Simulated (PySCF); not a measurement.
# CrI6 ([CrI6]3-): the cost of one run

Programs: PySCF 2.14.0, with routines of our own; each step states its level. All values are computed. Atoms count from 0.

## (1) The starting structure

7 atoms, charge -3, states of the metal's open shell are computed; geometry from: model geometry, bond lengths from ionic radii.

## (2) Ligand-field states: state-averaged CASSCF in water

Job settings and geometry (Å):

```
{"job": {"kind": "lf", "basis": {"metal": "x2c-TZVPall", "ligand": "x2c-SVPall"}, "nevpt": true, "solvent": "water"}, "charge": -3, "metal": "Cr", "open_shell": "d3"}
Cr     0.000000     0.000000     0.000000
I      0.000000     0.000000     2.675000
I      0.000000     0.000000    -2.675000
I      2.675000     0.000000     0.000000
I     -2.675000     0.000000     0.000000
I      0.000000     2.675000     0.000000
I     -0.000000    -2.675000     0.000000
```

With the program's defaults for keys left out, this is: state-averaged CASSCF of the metal d shell, SC-NEVPT2 on the averaged canonical orbitals, state-interaction spin-orbit coupling.

The run is started by

```console
$ OMP_NUM_THREADS=1 python lf_run.py task.json out
```

The driver reads the jobs from task.json and runs them one after another.

**Question.** How long does this first job take on 1 thread of Arm Neoverse V2, shared host, and how much memory does it need?

About 2.1 min, with a peak of 1.1 GiB.
